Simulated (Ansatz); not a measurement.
# TaSiH4: the cost of one run

Computed with Ansatz 0.2.0 (DFT PBE, scalar-relativistic, plane waves, PAW, unless a step's input says otherwise).

**1. The starting structure**

Symmetry: F-43m, No. 216, cubic system. Conventional cell: a = 6.002 Å, b = 6.002 Å, c = 6.002 Å, α = 90.00°, β = 90.00°, γ = 90.00°. Ta (site symmetry -43m) has 4 Si at 2.60 Å and 12 H at 2.62 Å as nearest neighbours. Around Si (site symmetry -43m) lie 4 H at 1.79 Å. Around H (site symmetry 3m) lie 3 H at 1.32 Å.

Coordinates:

```cif
data_structure
_symmetry_space_group_name_H-M 'P 1'
_symmetry_Int_Tables_number 1
_cell_length_a 4.2440
_cell_length_b 4.2440
_cell_length_c 4.2440
_cell_angle_alpha 60.000
_cell_angle_beta 60.000
_cell_angle_gamma 60.000
_cell_volume 54.05
loop_
_atom_site_label
_atom_site_type_symbol
_atom_site_fract_x
_atom_site_fract_y
_atom_site_fract_z
_atom_site_occupancy
Ta1 Ta 0.00000 0.00000 0.00000 1
Si1 Si 0.25000 0.25000 0.25000 1
H1 H 0.42198 0.42198 0.42198 1
H2 H 0.42198 0.42198 0.73407 1
H3 H 0.42198 0.73407 0.42198 1
H4 H 0.73407 0.42198 0.42198 1
```

A structure generator made this guess: random cell by space group and Wyckoff sites (F-43m, No. 216). The dimensions are guesses.

**2. The guess as it stands, on a coarse mesh**

input.yaml

```yaml
crystal:
  lattice:
    - [0.0, 3.0009775, 3.0009775]
    - [3.0009775, 0.0, 3.0009775]
    - [3.0009775, 3.0009775, 0.0]
  atoms:
    - { symbol: Ta, position: [0.0, 0.0, 0.0] }
    - { symbol: Si, position: [0.25, 0.25, 0.25] }
    - { symbol: H, position: [0.42197632, 0.42197632, 0.42197632] }
    - { symbol: H, position: [0.42197632, 0.42197632, 0.73407104] }
    - { symbol: H, position: [0.42197632, 0.73407104, 0.42197632] }
    - { symbol: H, position: [0.73407104, 0.42197632, 0.42197632] }
basis:
  ecutwfc: 420
kpoints:
  mp_grid: { grid: [6, 6, 6] }
hamiltonian:
  xc: pbe
scf:
  occupations: { method: gaussian, width: 0.1 }
  lower_state_search: "off"
output:
  forces: true
  stress: true
  eigenvalues: true
```

Launch:

```console
$ ansatz run input.yaml --threads 1 --pin off --max-ram 2048MiB --backend cpu --events-out ev --progress --plain --runs-dir out
```

What time and memory should one allow on 1 thread of Arm Neoverse V2, shared host?

About 1.5 s, with a peak of 0.29 GiB.
